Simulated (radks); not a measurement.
# Ca⁷⁺ in [Ne] 3s2 3p1: an all-electron calculation

One table from this session's results is given with a row withheld; the runs are named, their logs left out.

Program: radks (a radial shooting solver on a logarithmic mesh, Libxc functionals) version 1. Level of theory: scalar-relativistic Kohn-Sham, B86b exchange with PBE correlation, spin-polarised, spherical densities, point nucleus; open shells are filled with parallel spins first. These are calculated values, not measurements, unless marked.

### What is computed

| Quantity | Value |
| --- | --- |
| element | calcium (Z = 20) |
| charge | +7 |
| electrons | 13 |
| configuration | [Ne] 3s2 3p1 |

Outer shells as boxes (Hund's rule):

Ca⁷⁺
```
[Ne] core
3s [↑↓]
3p [↑ ][  ][  ]
```

Set-up of the first run:

Input:

```text
Z 20
configuration [Ne] 3s2 3p1 4s0 3d0 4p0 4f0
relativity scalar-relativistic
functional b86_mgc,pbe
spin polarised
nucleus point
c 137.035999084
```

Launch:

```bash
$ python run_ks.py task.json out
```

The same process makes all the runs of this session.

One of the session's tables, all rows but one given; the rest of the session is left out.

It belongs to the step «Radial structure». Sizes of the orbitals, from the radial functions (bohr):

```
  level      <r>  outermost maximum (interpolated)  90 % within  nodes
  1s up  0.07681                            0.0503        0.137      0
1s down  0.07681                            0.0503        0.137      0
  2s up   0.3619                             0.299        0.563      1
2s down   0.3618                             0.299        0.562      1
  2p up   0.3246                             0.245        0.535      0
2p down   0.3245                             0.245        0.534      0
  3s up    1.020                             0.929         1.49      2
3s down    1.022                             0.928         1.50      2
  3p up    1.049                             0.945         1.56      1
3p down        ?                                 ?            ?      ?
  3d up    1.056                             0.887         1.63      0
3d down    1.059                             0.880         1.64      0
  4s up    2.101                              2.06         2.97      3
4s down    2.114                              2.07         2.99      3
  4p up    2.206                              2.16         3.14      2
```

Estimate the missing values for 3p down.

As computed: <r>: 1.051; outermost maximum (interpolated): 0.944; 90 % within: 1.57; nodes: 1. In the column «<r>» it lies between 3p up (1.049) and 3d up (1.056).

Caveats from the session: Open shells are spherical and high-spin; term and fine-structure splittings are not resolved.
